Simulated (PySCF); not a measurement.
Molecule: LiH (HLi), in a box.

```
Li H
1.0
     9.00000    0.00000    0.00000
     0.00000    9.00000    0.00000
     0.00000    0.00000   11.00000
Li H
1 1
Direct
  0.50144 0.50233 0.43056
  0.50144 0.50233 0.57562
```

Base run:

```yaml
Program: PySCF 2.14.0
Functional: r2SCANh
Potentials_or_basis: pob-tzvp-rev2 (all-electron)
k_mesh: 1 × 1 × 1
Occupations: fixed
Spin: no spin polarisation
```

Its results: gap between the frontier levels 5.86 eV.

After a change of settings the same cell gave: gap between the frontier levels 6.95 eV. Which change was it?
A. functional from r2SCANh to HSE03; dispersion from none to D4
B. functional from r2SCANh to PW91; dispersion from none to D4
C. functional from r2SCANh to PBE
D. functional from r2SCANh to BHandHLYP; dispersion from none to D3(BJ)

D.

Caveats: this is a molecule in a periodic box at the Γ point, so its band gap is the HOMO-LUMO gap; the basis of atomic orbitals isn't converged, which shifts pressures, moduli and gaps.
